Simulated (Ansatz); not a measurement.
**VH₂O (sextet): from Hartree-Fock to the top rungs at distance V1–O2 = 7.371 Å, def2-SVP**

The task here is to estimate one member of a computed series from the others.

Computed with Ansatz 0.2.0, Gaussian basis. Level: def2-SVP, core rule «outside noble gas», up to 10 orbitals frozen.

Plan: UHF; CCSD(T) on ROHF; CCSD(T) on UHF; CISD; CCSDT(Q) on UHF; CASSCF and MRCISD+Q, 7 electrons in 7 orbitals; CASSCF and NEVPT2, 7 electrons in 7 orbitals.

30 further runs of the same task are left out: 11 for a known fault of the program, 15 that didn't finish, 4 set aside as unsound or not needed.

## The geometry

The geometry derives from a PBE0/def2-TZVP stationary point (not a proven minimum). One bond is set to the value named and the two fragments are kept rigid.

4 atoms, charge 0, spin multiplicity 6.

Atoms are counted from 1 here; the program's logs count them from 0.

Bond lengths: O2–H3 0.962 Å, O2–H4 0.962 Å. Angles: H3–O2–H4 108.4°.

Set-up of the first run:

in.yaml reads:

```yaml
crystal:
  periodic: [false, false, false]
  atoms:
    - {symbol: V, position_ang: [0.000000, 0.000000, 5.809500]}
    - {symbol: O, position_ang: [0.000000, 0.000000, -1.561500]}
    - {symbol: H, position_ang: [0.000000, 0.780254, -2.124000]}
    - {symbol: H, position_ang: [0.000000, -0.780254, -2.124000]}
basis:
  gaussian: {orbitals: def2-SVP}
magnetization: {spin_polarized: true, initial_magnetization: 5}
hamiltonian: {xc: hf}
output: {orbitals: {seedname: orbitals}}
```

Run with:

```
$ ansatz run in.yaml --threads 1 --pin off --events-out ev --progress --plain --max-ram 2393MiB
```

Among the steps run: UHF; CCSD(T) on ROHF; CCSD(T) on UHF; CISD; CCSDT(Q) on UHF; CASSCF and MRCISD+Q, 7 electrons in 7 orbitals; CASSCF and NEVPT2, 7 electrons in 7 orbitals.

One of the session's tables, all rows but one given; the rest of the session is left out.

| method | from UCCSDT(Q) (kJ/mol) |
| --- | --- |
| ROHF | +682.5 |
| UHF | +678.0 |
| RMP2 | +57.6 |
| UMP2 | +53.3 |
| CISD | +50.9 |
| RCCSD | +15.2 |
| UCCSD | +11.0 |
| RCCSD(T) | +6.4 |
| UCCSD(T) | +2.1 |
| UCCSDT | +1.3 |
| UCCSDT(Q) | 0 |
| CASSCF pair | ? |
| NEVPT2 pair | +74.3 |
| MRCISD pair | +43.8 |
| MRCISD+Q pair | +8.5 |

**Question.** Estimate the row for CASSCF pair.

**Answer.** from UCCSDT(Q) (kJ/mol): +627.8. In the column «from UCCSDT(Q) (kJ/mol)» it lies between NEVPT2 pair (+74.3) and UHF (+678.0).

Caveats from the session: Restricted and unrestricted rows rest on different reference determinants; where their highest levels disagree by more than a few hundredths of an eV, they describe different states and don't form one ladder.
